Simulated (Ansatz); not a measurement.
# TaGa2 (fluorite): a single-point run

Aim: a sound single-point run of TaGa2 (fluorite). The structure is shown as the input types it.

Method: DFT PBEsol, scalar-relativistic, plane waves, PAW, in Ansatz 0.2.0.

2 further runs of the same task are left out: 1 that didn't finish, 1 set aside as unsound or not needed.

### 1 The starting structure

It takes space group Fm-3m (No. 225, cubic). Conventional cell: a = 6.142 Å, b = 6.142 Å, c = 6.142 Å, α = 90.00°, β = 90.00°, γ = 90.00°. Around Ta (site symmetry m-3m) lie 8 Ga at 2.66 Å. Around Ga (site symmetry -43m) lie 4 Ta at 2.66 Å.

Structure file:

```xyz
3
Lattice="0.0000 3.0709 3.0709 3.0709 0.0000 3.0709 3.0709 3.0709 0.0000" Properties=species:S:1:pos:R:3 pbc="T T T"
Ta    0.0000    0.0000    0.0000
Ga    1.5355    1.5355    1.5355
Ga    4.6064    4.6064    4.6064
```

### 2 Running it

input.yaml

```yaml
crystal:
  lattice:
    - [0.0, 3.0709371496, 3.0709371496]
    - [3.0709371496, 0.0, 3.0709371496]
    - [3.0709371496, 3.0709371496, 0.0]
  atoms:
    - { symbol: Ta, position: [0.0, 0.0, 0.0] }
    - { symbol: Ga, position: [0.25, 0.25, 0.25] }
    - { symbol: Ga, position: [0.75, 0.75, 0.75] }
basis:
  ecutwfc: 420
  ecutrho_ratio: 1
kpoints:
  mp_grid: { grid: [10, 10, 10] }
hamiltonian:
  xc: pbesol
scf:
  occupations: { method: gaussian, width: 0.05 }
  max_iter: 50
output:
  forces: true
  stress: true
```

Run with:

```
$ ansatz run input.yaml --threads 4 --pin off --max-ram 4096MiB --backend cpu --events-out ev --progress --plain --runs-dir out
```

Q: Will this input give a usable result? If not, why, and what should change?

The program finished normally, with warnings (cutoff below recommended). It gives a pressure of 33 GPa, which is large; a structure far from rest gives such values too, whatever the setting.

Look at the input: basis.ecutrho_ratio is 1. The density cutoff must be at least four times the energy cutoff of the waves.

The test: set basis.ecutrho_ratio to 4.
